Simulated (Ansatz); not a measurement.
Predict the output of the script below (Ansatz's Python interface).

Contents of `keudyseo6.yaml`:
```yaml
crystal:
  lattice:
    - [0.0, 4.0643, 4.0643]
    - [4.0643, 0.0, 4.0643]
    - [4.0643, 4.0643, 0.0]
  atoms:
    - { symbol: K, position: [0.75, 0.75, 0.75] }
    - { symbol: Eu, position: [0.25, 0.25, 0.25], spin: 7.0 }
    - { symbol: Dy, position: [0.0, 0.0, 0.0], spin: 5.0 }
    - { symbol: Se, position: [0.5, 0.5, 0.5] }
    - { symbol: O, position: [0.726905, 0.273095, 0.273095] }
    - { symbol: O, position: [0.273095, 0.726905, 0.726905] }
    - { symbol: O, position: [0.726905, 0.726905, 0.273095] }
    - { symbol: O, position: [0.273095, 0.273095, 0.726905] }
    - { symbol: O, position: [0.273095, 0.726905, 0.273095] }
    - { symbol: O, position: [0.726905, 0.273095, 0.726905] }
magnetization:
  spin_polarized: true
kpoints:
  mp_grid: { kspacing: 0.3 }
hamiltonian:
  xc: pbesol
scf:
  occupations: { method: gaussian, width: 0.1 }
output:
  forces: true
  stress: true
  eigenvalues: true
phonons:
  method: fd
  supercell: [2, 2, 2]
```

Script `run_convert.py`:
```python
import ansatz as az

calc = az.Calculation.from_yaml('keudyseo6.yaml')
print(calc.to_python())
```

Running `python run_convert.py` prints:
```text
(
    az.Lattice.of(((0.0, 4.0643, 4.0643), (4.0643, 0.0, 4.0643), (4.0643, 4.0643, 0.0)))
    .atom("K", (0.75, 0.75, 0.75))
    .atom("Eu", (0.25, 0.25, 0.25), moment=7.0)
    .atom("Dy", (0.0, 0.0, 0.0), moment=5.0)
    .atom("Se", (0.5, 0.5, 0.5))
    .atom("O", (0.726905, 0.273095, 0.273095))
    .atom("O", (0.273095, 0.726905, 0.726905))
    .atom("O", (0.726905, 0.726905, 0.273095))
    .atom("O", (0.273095, 0.273095, 0.726905))
    .atom("O", (0.273095, 0.726905, 0.273095))
    .atom("O", (0.726905, 0.273095, 0.726905))
    .calculation()
    .kpoints(spacing=0.3)
    .functional("pbesol")
    .spin("collinear")
    .occupations(method="gaussian", width=0.1)
    .phonons(method="fd", supercell=(2, 2, 2))
    .forces()
    .stress()
    .band_table(publish=True)
)
```

The input is only written out: it wasn't run, and its settings aren't tested. The structure comes from a database and needn't be a stable phase.
